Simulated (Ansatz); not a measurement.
# H14SO6: the cost of one run

Program: Ansatz 0.2.0. Level of theory: DFT PBE+D3(BJ), plane waves, PAW, scalar-relativistic, no spin polarisation. These are calculated values, not measurements.

### Step 1. The system as given

The cell holds 21 atoms (H14O6S): a = 6.214 Å, b = 6.214 Å, c = 6.214 Å, α = 90.00°, β = 90.00°, γ = 90.00°.

Its coordinates follow in the input file.

### Step 2. Relaxing the start

The input, input.yaml:

```yaml
accuracy: low
crystal:
  lattice:
    - [6.214465, 0.0, 0.0]
    - [0.0, 6.214465, 0.0]
    - [0.0, 0.0, 6.214465]
  atoms:
    - { symbol: O, position: [0.9057932, 0.2672329, 0.1224277] }
    - { symbol: H, position: [0.9564417, 0.3280188, 0.2567075] }
    - { symbol: H, position: [0.8119452, 0.150943, 0.1667047] }
    - { symbol: O, position: [0.6205151, 0.7715328, 0.9976257] }
    - { symbol: H, position: [0.6195927, 0.8734792, 0.8797388] }
    - { symbol: H, position: [0.5950426, 0.6340466, 0.9287784] }
    - { symbol: O, position: [0.1816172, 0.6600379, 0.5999466] }
    - { symbol: H, position: [0.194285, 0.7582657, 0.479605] }
    - { symbol: H, position: [0.1639471, 0.5204246, 0.5329605] }
    - { symbol: O, position: [0.3020193, 0.3700167, 0.9840069] }
    - { symbol: H, position: [0.2918859, 0.5234816, 0.9587665] }
    - { symbol: H, position: [0.3248212, 0.3098804, 0.8420388] }
    - { symbol: O, position: [0.0691031, 0.136562, 0.615017] }
    - { symbol: H, position: [-0.0741557, 0.075386, 0.620085] }
    - { symbol: H, position: [0.1585116, 0.0191058, 0.5650029] }
    - { symbol: O, position: [0.2563039, 0.9258282, 0.03321] }
    - { symbol: H, position: [0.189476, 1.0615408, 0.0707254] }
    - { symbol: H, position: [0.2564962, 0.8456723, 0.1668747] }
    - { symbol: S, position: [0.5930315, 0.7847203, 0.4788377] }
    - { symbol: H, position: [0.5890212, 0.9462489, 0.3361852] }
    - { symbol: H, position: [0.7986352, 0.8206314, 0.5326415] }
basis:
  ecutwfc: 420.0
kpoints:
  mp_grid: { grid: [1, 1, 1] }
hamiltonian:
  xc: pbe
  dispersion: d3bj
scf:
  occupations: { method: fermi_dirac, width: 0.05 }
  lower_state_search: "off"
relax:
  f_tol: 0.3
  max_steps: 15
  adjacent_minimum: "off"
```

Run with:

```console
$ ansatz run input.yaml --threads 1 --pin off --max-ram 3072MiB --backend cpu --events-out ev --progress --plain --runs-dir out
```

What time and memory should one allow on 1 thread of Intel Xeon Platinum 8259CL at 2.50GHz (Skylake/Cascade Lake), shared host?

About 28 s, with a peak of 0.48 GiB.
